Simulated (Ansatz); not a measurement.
**SiBrCl3 (bromotrichlorosilane) at wB97X/cc-pVDZ**

Aim: the electronic atomisation energy of SiBrCl3 (bromotrichlorosilane) at wB97X/cc-pVDZ, from 4 runs. 

The results are computed with Ansatz 0.2.0.

55 further runs of the same task are left out: 12 that didn't finish, 43 set aside as unsound or not needed.

## (1) The molecule

SiBrCl3 has 5 atoms, charge 0, and is taken as a singlet. SMILES: `Cl[Si](Cl)(Cl)Br`. Geometry: relaxed at PBE0-D4/def2-TZVP.

Bond lengths: Cl1–Si2 2.023 Å, Si2–Cl3 2.023 Å, Si2–Cl4 2.023 Å, Si2–Br5 2.188 Å. Angles: Cl1–Si2–Cl3 109.3°, Cl1–Si2–Cl4 109.3°, Cl1–Si2–Br5 109.7°, Cl3–Si2–Cl4 109.3°, Cl3–Si2–Br5 109.7°, Cl4–Si2–Br5 109.7°.

## (2) A single-point energy at wB97X/cc-pVDZ

Contents of run.yaml:

```yaml
crystal:
  periodic: [false, false, false]
  atoms:
    - {symbol: Cl, position_ang: [-0.852900, -0.217700, 1.821600]}
    - {symbol: Si, position_ang: [0.003400, -0.042600, -0.003200]}
    - {symbol: Cl, position_ang: [1.690500, -1.158200, -0.059200]}
    - {symbol: Cl, position_ang: [-1.285700, -0.709700, -1.412800]}
    - {symbol: Br, position_ang: [0.494400, 2.054400, -0.387900]}
basis:
  gaussian:
    orbitals: cc-pVDZ
hamiltonian:
  xc: {name: wB97X}
accuracy: high
output:
  orbitals: {seedname: orbitals}
```

Command:

```
$ ansatz run run.yaml --threads 1 --pin off --max-ram 3480MiB --events-out events.jsonl --progress --plain --runs-dir runs
```

Standard output:

```text
Warning: RAYON_NUM_THREADS=1 ignored (pool sized by the plan → 1); use --threads N
Functional definition: wB97X
  name "wB97X"
  parameter omega = 0.3/bohr
  parameter cx = 0.157706
  parameter cx1 = 0.726479
  parameter cx2 = 1.04760
  parameter cx3 = -5.70635
  parameter cx4 = 13.2794
  parameter css1 = -4.33879
  parameter css2 = 18.2308
  parameter css3 = -31.7430
  parameter css4 = 17.2901
  parameter cos1 = 2.37031
  parameter cos2 = -11.3995
  parameter cos3 = 6.58405
  parameter cos4 = -3.78132
  exchange = spin_sum(e_x_unif_sr(omega)*poly(b97_u_x, 1 - cx, cx1, cx2, cx3, cx4)) + cx*exact_x_sr(omega)
      + exact_x_lr(omega)
  correlation = spin_sum(e_c_pw_same_spin*poly(b97_u_same, 1, css1, css2, css3, css4))
      + integral(e_c_pw_opposite_spin*poly(b97_u_opposite, 1, cos1, cos2, cos3, cos4))
2154 factors; integrals over basis functions are off by at most 4.6e-9 eV
394 factors; integrals over basis functions are off by at most 1.9e-9 eV
mean field evaluation 1: about -115495.4868 eV, gradient 2.3e1 eV
mean field evaluation 2: about -115496.0090 eV, gradient 2.0e1 eV
mean field evaluation 4: about -115497.0820 eV, gradient 3.6e-1 eV
mean field evaluation 8: about -115497.1975 eV, gradient 4.7e-3 eV
mean field evaluation 16: about -115497.1975 eV, gradient 5.9e-7 eV
mean field -115497.19750127 eV, -4244.4437213594 hartree, gradient 1.4e-8 eV, S^2 0.000000; 0 other end points of the search recorded, 0 dependent functions left out
reference -115497.19749889 eV, -4244.4437212719 hartree; 50, 50 occupied and 49, 49 virtual orbitals, 2154 factors
Total energy: -115497.19749889 eV, -4244.4437212719 hartree
```

Wall time 61 s (1 thread of Arm Neoverse V2, shared host); peak memory 0.74 GiB.

## (3) The Br atom

Contents of run.yaml:

```yaml
crystal:
  periodic: [false, false, false]
  atoms:
    - symbol: Br
      position_ang: [0.000000, 0.000000, 0.000000]
basis:
  gaussian: {orbitals: cc-pVDZ}
total_charge: 0
magnetization: {spin_polarized: true, initial_magnetization: 1}
accuracy: high
hamiltonian: {xc: {name: wB97X}}
```

Run the same way, it converges to -2574.11250 Eh (log not shown).

## (4) The Cl atom at the same level

Contents of molecule.yaml:

```yaml
crystal:
  periodic: [false, false, false]
  atoms:
    - {symbol: Cl, position_ang: [0.000000, 0.000000, 0.000000]}
basis:
  gaussian:
    orbitals: cc-pVDZ
magnetization:
  spin_polarized: true
  initial_magnetization: 1
hamiltonian:
  xc: {name: wB97X}
accuracy: high
```

Run the same way, it converges to -460.13908 Eh (log not shown).

## (5) The Si atom

Contents of run.yaml:

```yaml
basis:
  gaussian: {orbitals: cc-pVDZ}
crystal:
  periodic: [false, false, false]
  atoms:
    - {symbol: Si, position_ang: [0.000000, 0.000000, 0.000000]}
magnetization: {spin_polarized: true, initial_magnetization: 2}
hamiltonian: {xc: {name: wB97X}}
accuracy: high
```

Run the same way, it converges to -289.35699 Eh (log not shown).

## (6) Outcome

Level: wB97X/cc-pVDZ.

| quantity | value |
| --- | --- |
| molecule: total energy | -4244.44372 Eh |
| molecule: HOMO energy | -11.39 eV |
| molecule: LUMO energy | 1.34 eV |
| molecule: HOMO–LUMO gap | 12.73 eV |
| Br atom: total energy | -2574.11250 Eh |
| Br atom: ⟨S²⟩ | 0.752 |
| Cl atom: total energy | -460.13908 Eh |
| Cl atom: ⟨S²⟩ | 0.752 |
| Si atom: total energy | -289.35699 Eh |
| Si atom: ⟨S²⟩ | 2.004 |
| electronic atomisation energy | 15.156 eV |

In words: Taking the molecule apart into free atoms costs 15.16 eV (1462 kJ/mol), before zero-point energy and without spin-orbit coupling.
